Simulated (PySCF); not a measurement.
# C4H8FPSi: the cost of one run

Programs: PySCF 2.14.0, with routines of our own; each step states its level. All values are computed. Atoms count from 0.

### Step 1. The starting structure

15 atoms, charge 0, multiplicity 1; geometry from: GFN2-xTB.

### Step 2. Magnetic properties: GIAO PBE/pcSseg-1

The job: settings as JSON, then the geometry in Å.

```
{"job": {"kind": "mag", "xc": "PBE", "basis": "pcSseg-1", "isotopologues": 2}, "charge": 0, "multiplicity": 1}
F     -1.997381     2.362086    -0.485487
C     -1.276744     1.229776    -0.298394
C     -1.688065     0.058743    -0.747953
C     -0.815492    -1.127803    -0.488743
Si     0.592905    -0.428617     0.603304
P      2.596071    -0.719409    -0.361367
C      0.006485     1.382337     0.443034
H     -2.612157    -0.059501    -1.291126
H     -1.391749    -1.918370    -0.008081
H     -0.455084    -1.538059    -1.434511
H      0.464403    -0.889609     1.998073
H      3.316043    -0.218683     0.709172
H      2.736122    -2.025727     0.073294
H      0.690050     2.014966    -0.126548
H     -0.169819     1.885859     1.393420
```

With the program's defaults for keys left out, this is: GIAO PBE/pcSseg-1 magnetisability, rotational g tensor and spin-rotation constants, non-relativistic, gas phase.

Launch:

```bash
$ OMP_NUM_THREADS=1 python excited_run.py task.json out
```

One launch serves the whole session: the jobs run in the order shown.

**Question.** How long does this first job take on 1 thread of Arm Neoverse N1, shared host, and how much memory does it need?

About 62 s, with a peak of 0.62 GiB.
